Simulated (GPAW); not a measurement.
**GaF in GPAW: the effect of strain uniaxial z**

GaF:

```
CELL_PARAMETERS angstrom
0.00000 2.84624 2.67547
2.84624 0.00000 2.67547
2.84624 2.84624 0.00000
ATOMIC_POSITIONS crystal
Ga 0.25000 0.25000 0.25000
F 0.00000 0.00000 0.00000
```

The cell was built by a generator and needn't be a form met in nature.

Alike in all runs:

| Item | Value |
| --- | --- |
| Program | GPAW 26.7.0 |
| Task | single point |
| Functional | PBE |
| Potentials or basis | GPAW PAW data sets (gpaw-data 1.2.1) |
| Cutoff | 800 eV |
| Basis | pw |
| k mesh | 8 × 8 × 8 |
| Occupations | fermi-dirac, width 0.05 eV |
| Spin | no spin polarisation |
| Maxiter | 150 |

| strain uniaxial z | gap on the mesh (eV) | pressure (GPa) |
| --- | --- | --- |
| -0.06 | 1.98 | 0.5 |
| -0.04 | ? | ? |
| -0.02 | 2.17 | -0.6 |
| -0.01 | 2.22 | -0.9 |
| 0 | 2.26 | -1.1 |
| 0.01 | 2.29 | -1.4 |
| 0.02 | 2.33 | -1.6 |
| 0.04 | 2.39 | -2.0 |
| 0.06 | 2.45 | -2.4 |

Question: What does the run with strain uniaxial z -0.04 give?

Answer: gap on the mesh 2.08 eV; pressure -0.1 GPa.

Worked out: A parabola through the other rows of the gap on the mesh, of slope 4.83 eV per unit of strain uniaxial z there, gives 2.08 eV, against the run's 2.08. A parabola through the other rows of the pressure, of slope -28.2 GPa per unit of strain uniaxial z there, gives -0.1 GPa, against the run's -0.1.

Caveats: the density grid can change from cell to cell, which puts small steps into energies and stress.

A k mesh can miss the band edges.
